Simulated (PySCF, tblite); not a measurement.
# C₅H₅ClOSSi: geometry, infrared bands and NMR shifts

Wanted: the infrared bands and NMR shifts of C₅H₅ClOSSi (`O=C(Cl)c1ccc([SiH3])s1`), by calculation.

The runs use tblite 0.8.0 and PySCF 2.14.0, with density-fitted response routines of our own; the level of theory stands in each step. All values are computed, except where a source is named. Atoms count from 0, in the outputs and in this text.

### Step 1. Starting geometry

14 atoms, charge 0, multiplicity 1; geometry from: force field or distance geometry start.

Bonds of the start (Å): O0–C1 1.24, C1–Cl2 1.76, C1–C3 1.46, C3–C4 1.37, C4–C5 1.43, C5–C6 1.38, C6–Si7 1.87, C6–S8 1.73, S8–C3 1.72, C4–H9 1.08, C5–H10 1.08, Si7–H11 1.48, Si7–H12 1.49, Si7–H13 1.49.

### Step 2. Relaxing the molecule with GFN2-xTB

Job settings and geometry (Å):

```
{"job": {"kind": "relax", "xc": "GFN2-xTB", "basis": "xTB"}, "charge": 0, "multiplicity": 1}
O      2.977700    -1.652800     1.299700
C      2.810400    -0.708000     0.511200
Cl     4.183400     0.161400    -0.164500
C      1.499600    -0.225600     0.080000
C      1.157700     0.794400    -0.764700
C     -0.256900     0.940400    -0.933100
C     -0.964100     0.021500    -0.190400
Si    -2.788200    -0.298400     0.033700
S      0.097600    -1.014100     0.694800
H      1.874100     1.429200    -1.272800
H     -0.720800     1.688100    -1.564200
H     -3.185700    -0.130500     1.454400
H     -3.558700     0.672500    -0.787100
H     -3.126700    -1.678600    -0.424200
```

Started as:

```bash
OMP_NUM_THREADS=1 python probes_run.py task.json out
```

One launch serves the whole session: the jobs run in the order shown.

**Question.** This job is followed by: GFN2-xTB harmonic vibrations, gas phase; GIAO PBE0/pcSseg-1 NMR shielding, non-relativistic, gas phase. Predict these results of the whole session: strongest single infrared mode (GFN2-xTB); zero-point energy (GFN2-xTB); 13C shifts against TMS (PBE0/pcSseg-1); 1H shifts against TMS (PBE0/pcSseg-1, means over atoms taken as alike); 17O shifts against H2O (PBE0/pcSseg-1); 35Cl shifts against HCl (PBE0/pcSseg-1); 29Si shifts against TMS (PBE0/pcSseg-1); 33S shifts against CS2 (PBE0/pcSseg-1).

The runs gave:

| quantity | value |
| --- | --- |
| strongest single infrared mode (GFN2-xTB) | 1788 cm⁻¹, 447 km/mol |
| zero-point energy (GFN2-xTB) | 49.5 kcal/mol |
| 13C shifts against TMS (PBE0/pcSseg-1) | 166.2, 157.3, 152.8, 146.3, 142.1 ppm |
| 1H shifts against TMS (PBE0/pcSseg-1, means over atoms taken as alike) | 8.17, 7.44, 4.67 ppm |
| 17O shifts against H2O (PBE0/pcSseg-1) | 548.2 ppm |
| 35Cl shifts against HCl (PBE0/pcSseg-1) | 428 ppm |
| 29Si shifts against TMS (PBE0/pcSseg-1) | -76.8 ppm |
| 33S shifts against CS2 (PBE0/pcSseg-1) | 296 ppm |

**Reading.** The optimisation took 37 steps and gained 0.199 eV; among the close pairs (by a distance rule), O0–C1 changed most, from 1.242 to 1.191 Å. No mode is imaginary among the 36: a minimum at this level. The strongest single mode, at 1788 cm⁻¹, moves mainly C1 and O0. Unscaled tight-binding wavenumbers are off by several per cent, some by more. Its intensities can rank the bands wrongly. NICS(1)zz of -24 ppm above the planar ring from C3 marks a diatropic (aromatic) ring current.
